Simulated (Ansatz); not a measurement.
The system is MoN2.

```
Mo N
1.0
     4.34805    0.00000    0.00000
     0.00000    4.34805    0.00000
     0.00000    0.00000    2.76746
Mo N
2 4
Direct
  0.00000 0.00000 0.00000
  0.50000 0.50000 0.00000
  0.61165 0.88835 0.50000
  0.38835 0.11165 0.50000
  0.11165 0.61165 0.50000
  0.88835 0.38835 0.50000
```

Measurements of this composition are mostly on another form, of space group No. 160.

Base run:

| Property | Result |
| --- | --- |
| Program | Ansatz 0.2.0 |
| Functional | PBEsol |
| Potentials or basis | Ansatz PAW |
| Cutoff | 420 eV (not typed: the program's choice for these potentials) |
| k mesh | 6 × 6 × 10 |
| Occupations | fermi-dirac, width 0.05 eV |
| Spin | spin-orbit coupling, no magnetisation |

Its results: band gap on the k mesh none (metal or under the smearing width); pressure -14.1 GPa; largest force 0.034 eV/Å.

Q: The run is repeated on the same cell with these changes: functional from PBEsol to PBE; spin from spin-orbit coupling, no magnetisation to no spin polarisation; potential files from those of the base run to others of the same set. What comes out?

A: Band gap on the k mesh none (metal or under the smearing width); pressure -3.8 GPa; largest force 0.071 eV/Å.

Several settings changed at once, so the effect can't be laid on one alone.

Caveats: the PAW data sets come from PBE, with cores solved anew for the run's functional, which leaves a small shift of forces and pressure (some runs).
